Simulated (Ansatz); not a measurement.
Tl3Cu:

```
Tl Cu
1.0
     4.71700    0.00000    0.00000
     0.00000    4.71700    0.00000
     0.00000    0.00000    4.71700
Tl Cu
3 1
Cartesian
  2.3585 2.3585 0.0000
  2.3585 0.0000 2.3585
  0.0000 2.3585 2.3585
  0.0000 0.0000 0.0000
```

The cell comes from a database or a generator and needn't be the stable form of this composition.

* Program: Ansatz 0.2.0
* Task: relaxation of cell and atoms
* Functional: PBE
* Dispersion: D4
* Potentials or basis: Ansatz PAW
* Cutoff: 420 eV (not typed: the program's choice for these potentials)
* k mesh: 6 × 6 × 6
* Occupations: fermi-dirac, width 0.05 eV
* Spin: no spin polarisation

At the start: volume 26.24 Å³/atom.

Q: How do energy, volume and symmetry change on relaxing?

A: It ends after 4 steps and the volume is 24.61 Å³/atom (-6.2 %); space group Pm-3m (No. 221, to 0.05 Å).

Step by step:
| step | energy change (eV) | largest force (eV/Å) | volume (Å³) |
| --- | --- | --- | --- |
| 1 | 0.0000 | 0.0000 | 104.95 |
| 2 | -0.0461 | 0.0000 | 99.39 |
| 3 | -0.0473 | 0.0000 | 98.44 |
| 4 | -0.0451 | 0.0000 | 98.44 |

Final structure:
```
CELL_PARAMETERS angstrom
4.61727 0.00000 0.00000
0.00000 4.61727 0.00000
0.00000 0.00000 4.61727
ATOMIC_POSITIONS crystal
Tl 0.50000 0.50000 0.00000
Tl 0.50000 0.00000 0.50000
Tl 0.00000 0.50000 0.50000
Cu 0.00000 0.00000 0.00000
```

Caveat: the plane-wave basis is chosen anew once the cell has moved, so the energies of steps on either side of that aren't comparable; pairwise dispersion overbinds metals, which lowers pressure and volume.
